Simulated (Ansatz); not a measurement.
Task: a rigid scan of one bond length of C₂H₂BCl, SMILES C#CBCl, with Ansatz 0.2.0, Python API. Give the script and its output. Settings (for the species named): r2SCAN, 6-31G* basis, multiplicity 1, D4 dispersion.

```xyz
6

C     0.1242    1.2519   -0.9979
C     0.0666    0.3672   -0.2401
B     0.0304   -0.8077    0.7272
Cl   -1.0359   -2.1972    0.4862
H     0.0824    2.1034   -1.7040
H     0.7744   -0.7814    1.6824
```

`c2h2bcl_scan.py`:
```python
# -*- coding: utf-8 -*-
'''Stretching a bond of C2H2BCl, the rest held rigid.'''

from dataclasses import dataclass

import ansatz as az
import numpy as np


@dataclass(frozen=True)
class RunConfig:
    basis: str = '6-31G*'
    xc: str = 'r2scan'
    dispersion: str = 'd4'


cfg = RunConfig()

GEOMETRY = '''
C     0.12420    1.25190   -0.99790
C     0.06660    0.36720   -0.24010
B     0.03040   -0.80770    0.72720
Cl   -1.03590   -2.19720    0.48620
H     0.08240    2.10340   -1.70400
H     0.77440   -0.78140    1.68240
'''


def main():
    mol = az.Crystal.molecule()
    for line in GEOMETRY.strip().splitlines():
        symbol, *xyz = line.split()
        mol = mol.atom(symbol, [float(v) for v in xyz])

    symbols = [site.symbol for site in mol.cartesian_sites]
    start = np.array([site.position_ang for site in mol.cartesian_sites])
    axis = (start[4] - start[0]) / np.linalg.norm(start[4] - start[0])
    moving = [4]
    lengths, energies = [0.974, 1.018, 1.063, 1.107, 1.151, 1.196, 1.24, 1.306], []
    for length in lengths:
        xyz = start.copy()
        xyz[moving] += (length - np.linalg.norm(start[4] - start[0])) * axis
        point = az.Crystal.molecule()
        for symbol, place in zip(symbols, xyz):
            point = point.atom(symbol, place.tolist())
        base = (
            point.calculation()
            .basis(gaussian=cfg.basis)
            .functional(cfg.xc, dispersion=cfg.dispersion)
        )
        r = base.run(threads=1, backend='cpu').report
        energies.append(r['free_energy_ev'])
        print(f'r = {length:6.3f} A  E = {energies[-1]:.5f} eV  <S^2> = {abs(r["mean_field"]["state"]["spin_squared"]):.3f}')

    # quartic fit about the minimum
    fit = np.polynomial.Polynomial.fit(lengths, np.array(energies) - min(energies), 4).convert()
    roots = [r.real for r in fit.deriv().roots() if abs(r.imag) < 1e-9 and fit.deriv(2)(r.real) > 0]
    r_e = min(roots, key=lambda r: abs(r - lengths[int(np.argmin(energies))]))
    print(f'minimum of the fit at {r_e:.4f} A, force constant {fit.deriv(2)(r_e):.2f} eV/A^2')


if __name__ == '__main__':
    main()
```

Output of `python c2h2bcl_scan.py`:
```text
r =  0.974 A  E = -15301.00934 eV  <S^2> = 0.000
r =  1.018 A  E = -15301.16974 eV  <S^2> = 0.000
r =  1.063 A  E = -15301.22621 eV  <S^2> = 0.000
r =  1.107 A  E = -15301.19940 eV  <S^2> = 0.000
r =  1.151 A  E = -15301.10975 eV  <S^2> = 0.000
r =  1.196 A  E = -15300.96813 eV  <S^2> = 0.000
r =  1.240 A  E = -15300.79263 eV  <S^2> = 0.000
r =  1.306 A  E = -15300.48069 eV  <S^2> = 0.000
minimum of the fit at 1.0688 A, force constant 40.57 eV/A^2
```

What to keep in mind:
- Total energies depend on the basis set; only differences at equal settings carry meaning.
- The rest of the molecule is held rigid at a force-field or estimated start geometry, and the basis set is modest; single-reference methods fail as a bond breaks.
- The orbitals are restricted, so S² is zero by construction.
- It ran for 22 s on 1 thread of Arm Neoverse V1 (shared host), peak memory 0.18 GiB.
